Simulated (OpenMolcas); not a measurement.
# GeH3O2F (SMILES [OH][GeH]([OH])[F]): levels of theory compared

Wanted: a comparison of 6 runs (B3LYP/6-31G*, B2PLYP/def2-SVP, TPSS/def2-SVP, revPBE/def2-SVP, MP2/def2-SVP, CCSD(T)/def2-SVP) of GeH3O2F. 

Program for the calculation: OpenMolcas 26.06.

**1. The structure to begin with**

GeH3O2F has 7 atoms, charge 0, and is taken as a singlet. SMILES: `[OH][GeH]([OH])[F]`. The coordinates come from a PBE0-D4/def2-TZVP relaxation. This is one conformer, not always the lowest.

Bond lengths: O1–Ge2 1.758 Å, Ge2–O3 1.748 Å, Ge2–F4 1.736 Å, O1–H5 0.961 Å, Ge2–H6 1.522 Å, O3–H7 0.961 Å. Angles: O1–Ge2–O3 108.4°, O1–Ge2–F4 104.7°, O3–Ge2–F4 110.1°, O1–Ge2–H6 116.0°, O3–Ge2–H6 108.9°, F4–Ge2–H6 108.5°, Ge2–O1–H5 112.4°, Ge2–O3–H7 112.8°.

**2. Energy and gradient at B3LYP/6-31G(d) (Cartesian functions) (run 1)**

mol.xyz

```xyz
7

O     -0.352900     1.140300    -0.859300
Ge    -0.107500    -0.026800     0.432400
O      1.518200    -0.656000     0.307600
F     -1.260300    -1.284500     0.113200
H     -1.209200     1.041800    -1.283900
H     -0.331400     0.485800     1.847500
H      1.804400    -0.768700    -0.603100
```

mol.input

```
* FGeH3O2 Kohn-Sham DFT
>>> EXPORT MOLCAS_PRINT=2

&gateway
  baslib=$CurrDir
  coord=mol.xyz
  basis=6-31Gs
  group=NoSym

&seward
  gridinput
  Grid=UltraFine
  End of Grid

&scf
  ksdft=B3LYP
  thresholds=1e-10 1e-07 1e-07 1e-05
  prorbitals=0

&alaska
```

The basis set 6-31G* is read from a file made from the Basis Set Exchange's data (not shown).

On the command line:

```
$ export MOLCAS_MEM=1860
$ pymolcas mol.input > mol.log
```

What it wrote:

```text
--- Start Module: gateway ---
[...]
--- Stop Module: gateway /rc=_RC_ALL_IS_WELL_ ---
[...]
      Basis functions           86
[...]
--- Start Module: scf ---
[...]
       Convergence after  15 Iterations
[...]
::    Total KS-DFT energy                           -2328.9259887821
[...]
      Total spin, S                                     0.0000000000
[...]
      Total electronic charge=   60.000000
      Total            charge=   -0.000000
[...]
      Dipole Moment (debye):
      Origin of the operator (angstrom)=   -0.1015   -0.1397    0.1974
                   X= -5.7939E-01               Y=  7.4984E-01               Z= -7.5226E-01           Total=  1.2099E+00
      Quadrupole Moment (debye*angstrom):
[...]
 *              Molecular gradients               *
 **************************************************
  Irreducible representation: a
 ------------------------------------------------------------------------------------------
                              X                       Y                       Z
 ------------------------------------------------------------------------------------------
  O1               -7.41616661516925E-03   -9.47888208833803E-03    3.83798899562748E-03
  GE2               4.92352983441502E-03    2.11472596966189E-03   -3.50249255408741E-03
  O3               -7.98693478396828E-03    2.55583633718715E-03   -9.71417861632773E-03
  F4                3.97288130894324E-03    3.68365841582019E-03    7.65357302134895E-04
  H5                8.13633528477098E-03    2.10566902152942E-03    3.17910253902953E-03
  H6               -2.56922203574206E-04   -1.36495818129312E-03   -3.33870576463724E-03
  H7               -1.37272282542922E-03    3.83950525389753E-04    8.77292809816144E-03
 ------------------------------------------------------------------------------------------
[...]
```

Run time: 32 s. Hardware: 1 thread of Arm Neoverse V1, shared host; peak memory 0.47 GiB.

**3. The energy at B2PLYP/def2-SVP (run 2)**

struct.xyz

```xyz
7

O     -0.352900     1.140300    -0.859300
Ge    -0.107500    -0.026800     0.432400
O      1.518200    -0.656000     0.307600
F     -1.260300    -1.284500     0.113200
H     -1.209200     1.041800    -1.283900
H     -0.331400     0.485800     1.847500
H      1.804400    -0.768700    -0.603100
```

run.input

```
>>> EXPORT MOLCAS_PRINT=2

&GATEWAY
 BASLIB = $CurrDir
 COORD = struct.xyz
 BASIS = def2-SVP
 GROUP = NoSym

&SEWARD
 GRIDINPUT
 Grid=UltraFine
 End of Grid

&SCF
 KSDFT = B2PLYP_SCF
 THRESHOLDS = 1e-10 1e-07 1e-07 1e-05
 PRORBITALS = 1 2

&MBPT2
 FROZEN = 12
```

The basis set def2-SVP is read from a file made from the Basis Set Exchange's data (not shown).

On the command line:

```
$ export MOLCAS_MEM=1860
$ pymolcas run.input > run.log
```

What it wrote:

```text
--- Start Module: gateway ---
[...]
--- Stop Module: gateway /rc=_RC_ALL_IS_WELL_ ---
[...]
      Basis functions           89
[...]
--- Start Module: scf ---
[...]
       Convergence after  13 Iterations
[...]
::    Total KS-DFT energy                           -2327.8887858995
[...]
      Total spin, S                                     0.0000000000
[...]
      Total electronic charge=   60.000000
      Total            charge=   -0.000000
[...]
      Dipole Moment (debye):
      Origin of the operator (angstrom)=   -0.1015   -0.1397    0.1974
                   X= -4.9345E-01               Y=  8.9927E-01               Z= -6.8704E-01           Total=  1.2346E+00
      Quadrupole Moment (debye*angstrom):
[...]
--- Stop Module: scf /rc=_RC_ALL_IS_WELL_ ---
[...]
--- Start Module: mbpt2 ---
[...]
 ###    WARNING: MP2 implementation intended for RHF references only         ###
 ###############################################################################
MBPT2 WARNING: Reference function according to RunFile:KS-DFT
I'll assume you know what you're doing and continue
WARNING!
Default frozen orbitals as non valence orbitals is overwritten by user input.
Default values:  17
[...]
       Reference weight ( Cref**2 )         =        0.77210
::    Total MBPT2 energy                            -2328.8453532917
[...]
      Total MBPT2 calculations                           0.37      0.40
--- Stop Module: mbpt2 /rc=_RC_ALL_IS_WELL_ ---
[...]
```

Run time: 20 s. Hardware: 1 thread of Arm Neoverse V1, shared host; peak memory 0.49 GiB.

Run 3 isn't shown in full; the table further down has it.

**4. Energy and forces at revPBE/def2-SVP (run 4)**

run.input

```
* FGeH3O2 Kohn-Sham DFT
&GATEWAY
BasLib
$CurrDir
Coord
7
angstrom
O       -0.352900       1.140300      -0.859300
Ge      -0.107500      -0.026800       0.432400
O        1.518200      -0.656000       0.307600
F       -1.260300      -1.284500       0.113200
H       -1.209200       1.041800      -1.283900
H       -0.331400       0.485800       1.847500
H        1.804400      -0.768700      -0.603100
Basis
def2-SVP
Group
NoSym
&SEWARD
GridInput
Grid=UltraFine
End of Grid
&SCF
KSDFT
revPBE
Thresholds
1e-10 1e-07 1e-07 1e-05
PrOrbitals
1 1
&ALASKA
```

The basis set def2-SVP is read from a file made from the Basis Set Exchange's data (not shown).

On the command line:

```
$ export MOLCAS_MEM=1860
$ pymolcas run.input > run.log
```

What it wrote:

```text
--- Start Module: gateway ---
[...]
--- Stop Module: gateway /rc=_RC_ALL_IS_WELL_ ---
[...]
      Basis functions           89
[...]
--- Start Module: scf ---
[...]
       Convergence after  17 Iterations
[...]
::    Total KS-DFT energy                           -2328.4742406143
[...]
      Total spin, S                                     0.0000000000
[...]
      Total electronic charge=   60.000000
      Total            charge=   -0.000000
[...]
      Dipole Moment (debye):
      Origin of the operator (angstrom)=   -0.1015   -0.1397    0.1974
                   X= -3.9803E-01               Y=  7.5675E-01               Z= -8.1091E-01           Total=  1.1784E+00
      Quadrupole Moment (debye*angstrom):
[...]
 *              Molecular gradients               *
 **************************************************
  Irreducible representation: a
 ------------------------------------------------------------------------------------------
                              X                       Y                       Z
 ------------------------------------------------------------------------------------------
  O1               -1.09530262322060E-02   -1.41233348476177E-02    6.59484943639299E-03
  GE2               1.84467637911778E-03   -4.86575964669100E-03   -9.23333924425407E-03
  O3               -1.28074652472634E-02    4.13661660729225E-03   -1.38217206786102E-02
  F4                1.24825084728499E-02    1.35273041347688E-02    2.89888932671012E-03
  H5                1.29073598947329E-02    1.77866213075883E-03    5.93214460996627E-03
  H6               -3.28871865029612E-05   -1.93604522531654E-03   -5.85504827440353E-03
  H7               -3.44116608085976E-03    1.48255684686749E-03    1.34842248243467E-02
 ------------------------------------------------------------------------------------------
[...]
```

It took 32 s on 1 thread of Arm Neoverse V1, shared host; peak memory 0.49 GiB.

Run 5 isn't shown in full; the table further down has it.

**5. A single-point energy at CCSD(T)/def2-SVP (run 6)**

job.inp

```
&gateway
 baslib = $CurrDir
 coord
 7
 angstrom
 O       -0.352900       1.140300      -0.859300
 Ge      -0.107500      -0.026800       0.432400
 O        1.518200      -0.656000       0.307600
 F       -1.260300      -1.284500       0.113200
 H       -1.209200       1.041800      -1.283900
 H       -0.331400       0.485800       1.847500
 H        1.804400      -0.768700      -0.603100
 basis = def2-SVP
 group = NoSym

&seward

&scf
 thresholds = 1e-10 1e-07 1e-07 1e-05
 prorbitals = 0

&rasscf
 fileorb = $Project.ScfOrb
 spin = 1
 nactel = 0 0 0
 inactive = 30
 ras2 = 0
 outorbitals = Canonical
 orblisting = NoCore

&motra
 jobiph
 frozen = 12

&ccsdt
 cct
 triples = 2
 iterations = 80
 accuracy = 1e-08
 extrapolation = 5 4
```

The basis set def2-SVP is read from a file made from the Basis Set Exchange's data (not shown).

On the command line:

```
$ export MOLCAS_MEM=1860
$ pymolcas job.inp > job.log
```

What it wrote:

```text
--- Start Module: gateway ---
[...]
--- Stop Module: gateway /rc=_RC_ALL_IS_WELL_ ---
[...]
      Basis functions           89
[...]
       Convergence after  13 Iterations
[...]
::    Total SCF energy                              -2325.9025760442
[...]
      Total spin, S                                     0.0000000000
[...]
      Number of active orbitals                  0
[...]
      Spin quantum number                      0.0
[...]
      Active orbitals                            0
[...]
      Number of CSFs                             1
[...]
      Number of root(s) required                 1
[...]
      Convergence after  4 iterations
[...]
      Natural orbitals and occupation numbers for root  1
      ************************************************************************************************************************
      *                                                    Final results                                                     *
      ************************************************************************************************************************
[...]
::    RASSCF root number  1 Total energy:  -2325.90257604
[...]
      Total electronic charge=   60.000000
      Total            charge=   -0.000000
[...]
      Dipole Moment (debye):
      Origin of the operator (angstrom)=   -0.1015   -0.1397    0.1974
                   X= -5.5465E-01               Y=  9.6946E-01               Z= -6.3732E-01           Total=  1.2860E+00
      Quadrupole Moment (debye*angstrom):
[...]
--- Start Module: motra ---
[...]
--- Stop Module: motra /rc=_RC_ALL_IS_WELL_ ---
[...]
--- Start Module: ccsdt ---
[...]
      Convergence after                    15  Iterations
      Total energy (diff) :   -2326.70055494       0.00000000
[...]
 METHOD                       : CCSD+T(CCSD)+<T3(1)WT1> = CCSD(T)
[...]
       CCSD     =     -2326.7005549396131
[...]
```

It took 2 min on 1 thread of Arm Neoverse V1, shared host; peak memory 0.49 GiB.

**6. All runs side by side**

```csv
run,level,Cartesian functions,task,energy (Eh),dipole moment (D) of the reference,HOMO energy (eV),LUMO energy (eV),wall time
1,B3LYP/6-31G* (Cartesian functions),yes,gradient,-2328.925989,1.21,-8.77,0.07,32 s
2,B2PLYP/def2-SVP,no,energy,-2328.147059,1.23,-10.86,1.72,20 s
3,TPSS/def2-SVP,no,gradient,-2328.717444,1.20,-7.49,-0.36,44 s
4,revPBE/def2-SVP,no,gradient,-2328.474241,1.18,-7.29,-0.45,32 s
5,MP2/def2-SVP,no,energy,-2326.693508,1.29,-13.66,4.01,8.4 s
6,CCSD(T)/def2-SVP,no,energy,-2326.717393,1.29,-13.66,4.01,2 min
```

**7. Outcome**

| quantity | value |
| --- | --- |
| run 6: total energy | -2326.71739 Eh |
| run 6: dipole moment (mean-field density) | 1.29 D |
| run 6: HOMO energy (Hartree–Fock orbitals) | -13.66 eV |
| run 6: LUMO energy (Hartree–Fock orbitals) | 4.01 eV |
| run 6: HOMO–LUMO gap (Hartree–Fock orbitals) | 17.67 eV |
| run 6: correlation energy (12 core orbitals frozen) | -814.8 mEh |
| run 6: (T) correction | -16.84 mEh |

In words: Over runs 1, 2, 3, 4 the dipole moment (its size) runs from 1.18 D (revPBE/def2-SVP) to 1.23 D (B2PLYP/def2-SVP). A double hybrid's value is that of its SCF part. Over runs 1, 2, 3, 4 the HOMO–LUMO gap runs from 6.84 eV (revPBE/def2-SVP) to 12.58 eV (B2PLYP/def2-SVP). For B2PLYP the log adds the whole second-order term; the table takes 0.27 of it, as the functional is defined. Totals of different functionals can't be ranked against each other. All runs together took 4.3 min, the longest 2 min.
